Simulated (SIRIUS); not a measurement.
GaGe in SIRIUS: the effect of functional

GaGe:

```
Ge Ga
1.0
     0.00000    2.89784    2.89784
     2.89784    0.00000    2.89784
     2.89784    2.89784    0.00000
Ge Ga
1 1
Direct
  0.00000 0.00000 0.00000
  0.25000 0.25000 0.25000
```

The cell comes from a database or a generator and needn't be the stable form of this composition.

Alike in all runs:

| Quantity | Value |
| --- | --- |
| Program | SIRIUS 7.12.0 |
| Task | single point |
| Potentials or basis | PseudoDojo 0.4.1 PBE standard (scalar relativistic) |
| Cutoff | 1102 eV |
| Density cutoff | 4408 eV |
| k mesh | 7 × 7 × 7 |
| Occupations | fermi-dirac, width 0.05 eV |
| Spin | no spin polarisation |

```csv
functional,pressure (GPa)
LDA,-4.7
PBEsol,-2.3
RPBE,2.4
revPBE,1.8
BLYP,3.0
PW91,0.1
AM05,-2.1
HLE16,-5.7
LDA-VWN,-4.7
APBE,?
```

Q: What does the run with functional APBE give?

A: Pressure 1.2 GPa.

Caveats: the potentials were made for another functional, which shifts forces and pressure; the potentials were made for a functional far from this one (some runs).

Runs at the PBE level aren't shown here.
